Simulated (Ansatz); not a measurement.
**C2H8O2Si: small, medium and large basis sets**

An exercise on one series of results from a longer session: the logs are not shown, and one member is left open.

Program: Ansatz 0.2.0, Gaussian basis. Level of theory: one geometry, several basis sets. These are calculated values, not measurements.

The runs, in order: PBE0-D4/def2-SVP; ωB97M-V/def2-SVP; PBE0-D4/def2-QZVPP; ωB97M-V/def2-QZVPP; the functionals' def2-TZVPP values are taken from earlier runs.

### The geometry

All runs share one geometry, relaxed beforehand with PBE0-D4 in a triple-zeta def2 set.

SMILES `C[Si](C)(O)O`, 13 atoms, charge 0, spin multiplicity 1.

Atoms are counted from 1 here; the program's logs count them from 0.

Bond lengths: C1–Si2 1.866 Å, C1–H6 1.094 Å, C1–H7 1.093 Å, C1–H8 1.094 Å, Si2–C3 1.854 Å, Si2–O4 1.654 Å, Si2–O5 1.644 Å, C3–H9 1.092 Å, C3–H10 1.093 Å, C3–H11 1.093 Å, O4–H12 0.957 Å, O5–H13 0.958 Å. Angles: Si2–C1–H6 111.4°, Si2–C1–H7 110.5°, Si2–C1–H8 111.6°, H6–C1–H7 107.7°, H6–C1–H8 107.9°, H7–C1–H8 107.5°, C1–Si2–C3 111.8°, C1–Si2–O4 109.0°, C1–Si2–O5 111.9°, C3–Si2–O4 111.7°, C3–Si2–O5 105.7°, O4–Si2–O5 106.7°, Si2–C3–H9 110.3°, Si2–C3–H10 110.9°, Si2–C3–H11 111.2°, H9–C3–H10 108.1°, H9–C3–H11 108.2°, H10–C3–H11 108.1° and more.

As a file:

```
C    -1.4098    0.4664   -0.5995
Si    0.1732    0.1559    0.3377
C     1.3153   -0.9680   -0.5939
O    -0.1969   -0.4499    1.8320
O     1.0193    1.5435    0.5869
H    -2.0677    1.1502   -0.0559
H    -1.1962    0.9148   -1.5732
H    -1.9615   -0.4614   -0.7783
H     2.2068   -1.1792    0.0008
H     1.6352   -0.5090   -1.5327
H     0.8299   -1.9185   -0.8296
H    -1.0377   -0.8960    1.9306
H     0.7104    2.1164    1.2898
```

Set-up of the first run:

in.yaml reads:

```yaml
crystal:
  periodic: [false, false, false]
  atoms:
    - {symbol: C, position_ang: [-1.409844, 0.466402, -0.599540]}
    - {symbol: Si, position_ang: [0.173195, 0.155876, 0.337728]}
    - {symbol: C, position_ang: [1.315294, -0.967997, -0.593945]}
    - {symbol: O, position_ang: [-0.196908, -0.449864, 1.832000]}
    - {symbol: O, position_ang: [1.019318, 1.543505, 0.586943]}
    - {symbol: H, position_ang: [-2.067677, 1.150152, -0.055864]}
    - {symbol: H, position_ang: [-1.196190, 0.914784, -1.573240]}
    - {symbol: H, position_ang: [-1.961525, -0.461362, -0.778293]}
    - {symbol: H, position_ang: [2.206841, -1.179209, 0.000837]}
    - {symbol: H, position_ang: [1.635168, -0.508963, -1.532736]}
    - {symbol: H, position_ang: [0.829948, -1.918548, -0.829642]}
    - {symbol: H, position_ang: [-1.037671, -0.896013, 1.930649]}
    - {symbol: H, position_ang: [0.710353, 2.116437, 1.289804]}
basis:
  gaussian: {orbitals: def2-SVP}
hamiltonian: {xc: pbe0, dispersion: d4}
output: {orbitals: {seedname: orbitals}}
```

The run is started by

```
ansatz run in.yaml --threads 4 --pin off --events-out ev --progress --plain --max-ram 10444MiB
```

Steps of the session up to this table: PBE0-D4 in def2-SVP; ωB97M-V in def2-SVP; PBE0-D4 in def2-QZVPP; ωB97M-V in def2-QZVPP.

One table of the session follows, with a row left open; its other results are not shown here.

It belongs to the step «Density functionals: the series». 

```
functional       basis  HOMO (eV)  LUMO (eV)
   PBE0-D4    def2-SVP      -7.84       1.30
   PBE0-D4  def2-TZVPP      -8.02       0.64
   PBE0-D4  def2-QZVPP          ?          ?
   ωB97M-V    def2-SVP     -10.13       2.87
   ωB97M-V  def2-TZVPP     -10.31       2.02
   ωB97M-V  def2-QZVPP     -10.34       1.30
```

Estimate the missing values for PBE0-D4, def2-QZVPP.

As computed: HOMO (eV): -8.05; LUMO (eV): 0.18. In the column «HOMO (eV)» it lies between ωB97M-V, def2-SVP (-10.13) and PBE0-D4, def2-TZVPP (-8.02).
